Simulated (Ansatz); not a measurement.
# H4HfOS3: small, medium and large basis sets

One table from this session's results is given with a row withheld; the runs are named, their logs left out.

Method: one geometry, several basis sets; program: Ansatz 0.2.0, Gaussian basis.

Plan: PBE0-D4/def2-SVP; ωB97M-V/def2-SVP; PBE0-D4/def2-QZVPP; ωB97M-V/def2-QZVPP; the functionals' def2-TZVPP values are taken from earlier runs.

1 further run of the same task is left out (for a known fault of the program).

## The relaxed structure

All runs share one geometry, relaxed beforehand with PBE0-D4 in a triple-zeta def2 set. Hf takes the def2 core potential; no spin-orbit term is included.

SMILES `[OH][Hf]([SH])([SH])[SH]`, 9 atoms, charge 0, spin multiplicity 1.

Atoms are counted from 1 here; the program's logs count them from 0.

Bond lengths: O1–Hf2 1.892 Å, O1–H6 0.953 Å, Hf2–S3 2.444 Å, Hf2–S4 2.437 Å, Hf2–S5 2.445 Å, S3–H7 1.348 Å, S4–H8 1.348 Å, S5–H9 1.349 Å. Angles: Hf2–O1–H6 163.7°, O1–Hf2–S3 107.9°, O1–Hf2–S4 108.5°, O1–Hf2–S5 114.1°, S3–Hf2–S4 113.1°, S3–Hf2–S5 107.9°, S4–Hf2–S5 105.4°, Hf2–S3–H7 90.0°, Hf2–S4–H8 90.7°, Hf2–S5–H9 91.3°.

Geometry (Å):

```
O    -1.1219    1.7429   -0.6290
Hf   -0.2634    0.1251   -0.1537
S    -0.0801    0.0605    2.2828
S    -1.5526   -1.7310   -1.0666
S     1.9841   -0.1238   -1.0831
H    -1.3224    2.5970   -1.0020
H     0.8230   -0.9363    2.1892
H    -0.9207   -2.5951   -0.2477
H     2.4541    0.8606   -0.2900
```

The first run:

in.yaml reads:

```yaml
crystal:
  periodic: [false, false, false]
  atoms:
    - {symbol: O, position_ang: [-1.121915, 1.742929, -0.629025]}
    - {symbol: Hf, position_ang: [-0.263364, 0.125138, -0.153656]}
    - {symbol: S, position_ang: [-0.080133, 0.060520, 2.282844]}
    - {symbol: S, position_ang: [-1.552617, -1.730982, -1.066609]}
    - {symbol: S, position_ang: [1.984089, -0.123769, -1.083070]}
    - {symbol: H, position_ang: [-1.322422, 2.596988, -1.002030]}
    - {symbol: H, position_ang: [0.823013, -0.936307, 2.189246]}
    - {symbol: H, position_ang: [-0.920701, -2.595116, -0.247675]}
    - {symbol: H, position_ang: [2.454050, 0.860599, -0.290025]}
basis:
  gaussian: {orbitals: def2-SVP}
hamiltonian: {xc: pbe0, dispersion: d4}
output: {orbitals: {seedname: orbitals}}
```

The run is started by

```console
ansatz run in.yaml --threads 4 --pin off --events-out ev --progress --plain --max-ram 10444MiB
```

Among the steps run: PBE0-D4 in def2-SVP; ωB97M-V in def2-SVP; PBE0-D4 in def2-QZVPP; ωB97M-V in def2-QZVPP.

One of the session's tables, all rows but one given; the rest of the session is left out.

```
functional       basis  HOMO (eV)
   PBE0-D4    def2-SVP      -7.52
   PBE0-D4  def2-TZVPP      -7.53
   PBE0-D4  def2-QZVPP      -7.56
   ωB97M-V    def2-SVP          ?
   ωB97M-V  def2-TZVPP      -9.65
   ωB97M-V  def2-QZVPP      -9.68
```

**Question.** Estimate the row for ωB97M-V, def2-SVP.

As computed: HOMO (eV): -9.59. In the column «HOMO (eV)» it lies between ωB97M-V, def2-TZVPP (-9.65) and PBE0-D4, def2-QZVPP (-7.56).
